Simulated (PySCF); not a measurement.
# TeH₂: the energy surface near the minimum

How stiff is TeH₂ (singlet) against rigid distortions? The scans start from its PBE0 minimum.

The runs use PySCF 2.14.0; PBE0, basis Te def2-TZVP with ECP28, H def2-TZVP, scalar-relativistic core potentials, no spin–orbit coupling, density fitting.

## Step 1: The system as given

3 atoms, charge 0, spin multiplicity 1.

Bond lengths: Te1–H2 1.656 Å, Te1–H3 1.656 Å. Angles: H2–Te1–H3 90.3°.

Z-matrix (Å, degrees; charge 0 multiplicity 1):
```
Te
H  1 1.6558
H  1 1.6558 2 90.35
```

## Step 2: Real-space pictures of the lowest minimum

The plane holds Te1 at (0.00, 0.00), H2 at (1.66, 0.00), H3 at (-0.01, 1.66) Å. Columns run from x = -1.95 to 4.05 Å, rows from y = 4.05 (top) to -1.95 Å, in steps of 0.3 Å. Electrons inside core potentials are absent.

Density (cut at 5 e/Å³):

Ten steps from '0' (0.000 e/Å³) to '9' (5.000 e/Å³), finer at the low end (step k begins (100^(k/10) - 1)/99 of the way up):
```
000000000000000000000
000000000000000000000
000000000000000000000
000000000000000000000
000000000000000000000
000001111000000000000
000012332100000000000
000124554210000000000
000135775310000000000
001235665321000000000
001245665432110000000
012346776443321000000
012469999655542100000
013479999766753100000
013579999766753100000
013469999655542100000
012356776443321000000
001234544322110000000
001123332211000000000
000011111100000000000
000000000000000000000
```

ELF (0 where the density is under 0.005 e/Å³):

Ten even steps from '0' (0.00) to '9' (1.00):
```
000000000000000000000
000000000000000000000
000000000000000000000
000000000000000000000
000069998600000000000
000699999950000000000
003899999971000000000
003899999961000000000
002799999941000000000
001589999721111000000
001356666423577500000
012332221247999960000
134424774169999980000
246427117269999990000
357527117269999990000
367634774269999980000
357753222358999960000
256776544334788600000
135677764211233000000
013556543100000000000
001233321000000000000
```

Lowest empty orbital at -0.69 eV (sign arbitrary; one member if degenerate):

Ten even steps from '0' (-0.47 Å^-3/2) to '9' (0.47 Å^-3/2):
```
555555555555555555555
555555555555555555555
555555555555555555555
555555555555555555555
555556666555555555555
455566666655555555555
455566777665555444445
445567887665554444444
444557998665544444444
444445787655444444444
333334566554433444444
332222345543333344444
322113445432122334444
322127855542012334444
332237515642012334444
333345226754223344444
444455678865433444444
444556788765544444444
445566777766554444444
455566777766555444445
555556666665555555555
```

Making the fields ran for under 0.5 s (2 threads of Arm Neoverse V1, shared host).

## Step 3: Breathing scan

One driver script runs all scans and calls PySCF for each point, on a (75, 302) grid.

On the command line:

```sh
$ OMP_NUM_THREADS=2 python axn.py task.json out
```

A rigid scan with PBE0: all bonds to the central atom are scaled together. Each point starts from its neighbour's orbitals, and energies count from the minimum.

| scale of all bonds to the centre | energy (kJ/mol) | dipole size (D) |
| --- | --- | --- |
| 0.88 | 89.1 | 0.47 |
| 0.92 | 35.6 | 0.38 |
| 0.96 | 8.0 | 0.30 |
| 1.00 | 0.0 | 0.22 |
| 1.04 | 6.6 | 0.14 |
| 1.08 | 24.2 | 0.06 |
| 1.14 | 64.8 | 0.06 |
| 1.22 | 135.2 | 0.21 |
| 1.35 | 265.3 | 0.42 |

The scan took 4.8 s.

## Step 4: Stretching one bond

A rigid scan with PBE0: the bond from Te to the last atom (H) is scaled and the rest held.

| scale of one bond | energy (kJ/mol) | dipole size (D) |
| --- | --- | --- |
| 0.92 | 17.8 | 0.32 |
| 0.96 | 4.0 | 0.26 |
| 1.00 | 0.0 | 0.22 |
| 1.05 | 5.1 | 0.18 |
| 1.12 | 25.0 | 0.16 |
| 1.20 | 58.5 | 0.22 |
| 1.35 | 133.1 | 0.39 |
| 1.55 | 230.3 | 0.63 |
| 1.80 | 328.4 | 0.84 |
| 2.20 | 428.8 | 0.97 |

The scan took 5.4 s.

A restricted determinant lies too high at long bonds, where the pair should uncouple.

## Step 5: Bending curve

A rigid scan with PBE0: the H–Te–H angle changes, with bonds held.

| bond angle (°) | energy (kJ/mol) | dipole size (D) |
| --- | --- | --- |
| 80 | 6.4 | 0.13 |
| 90 | 0.0 | 0.22 |
| 100 | 5.4 | 0.32 |
| 110 | 21.9 | 0.44 |
| 120 | 49.1 | 0.55 |
| 130 | 86.2 | 0.67 |
| 140 | 132.6 | 0.76 |
| 150 | 187.1 | 0.84 |
| 160 | 247.5 | 0.85 |
| 170 | 307.2 | 0.70 |
| 180 | 340.6 | 0.00 |

The scan took 5.8 s.

The curve is still steep at the linear shape, where a smooth barrier would flatten; the steps are too wide to tell a flat top from a crossing of states, so the last point is a rough barrier.

## Step 6: What came out

```
            quantity        value
all bonds 4 % longer   6.6 kJ/mol
one bond 20 % longer  58.5 kJ/mol
```

In words: The well is lopsided, 8.0 kJ/mol for 4 % shorter bonds against 6.6 for 4 % longer ones.  Spin–orbit coupling is left out.
